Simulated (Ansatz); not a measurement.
The system is CsLiCr2Te2S3.

```xyz
9
Lattice="7.0568 0.0000 0.0000 0.0000 3.9806 0.0000 -2.6733 0.0000 8.6817" Properties=species:S:1:pos:R:3 pbc="T T T"
Cs   -0.4619    0.0000    3.2735
Li    3.9900    1.9903    6.8484
Cr   -1.6370    0.0000    8.2143
Cr    1.5865    1.9903    8.4356
Te    3.1793    0.0000    1.3257
Te    1.9223    0.0000    6.5020
S     4.3382    0.0000    5.9471
S    -0.4797    1.9903    7.3275
S     6.6521    1.9903    0.4651
```

The cell was built by a generator and needn't be a form met in nature.

Base run:

| Quantity | Value |
| --- | --- |
| Program | Ansatz 0.2.0 |
| Functional | LDA |
| Potentials or basis | Ansatz PAW |
| Cutoff | 420 eV (not typed: the program's choice for these potentials) |
| k mesh | 4 × 7 × 3 |
| Occupations | fermi-dirac, width 0.05 eV |
| Spin | collinear spin, ferromagnetic start |
| Starting moments | [0.0, 0.0, 3.0, 3.0, 0.0, 0.0, 0.0, 0.0, 0.0] μB |

Its results: band gap on the k mesh 0.40 eV, indirect (least direct gap 0.65 eV); pressure -4.0 GPa; net moment 6.00 μB per cell; site moments Cs +0.00; Li +0.00; Cr +2.87, +2.66; Te -0.12, -0.03; S -0.03, -0.09, -0.04 μB; largest force 0.546 eV/Å.

Q: The run is repeated on the same cell with these changes: functional from LDA to RPBE. What comes out?

A: Band gap on the k mesh 0.50 eV, indirect (least direct gap 0.79 eV); pressure 1.8 GPa; net moment 6.00 μB per cell; site moments Cs +0.00; Li +0.00; Cr +2.92, +2.72; Te -0.14, -0.04; S -0.03, -0.11, -0.06 μB; largest force 0.164 eV/Å.

RPBE binds less tightly than LDA, so the same cell stands under more pressure.

Caveats: spin-orbit coupling is left out, which moves the levels of the heavy elements; only a ferromagnetic start was run, and an antiferromagnetic order may lie lower in energy; the PAW data sets come from PBE, with cores solved anew for the run's functional, which leaves a small shift of forces and pressure.
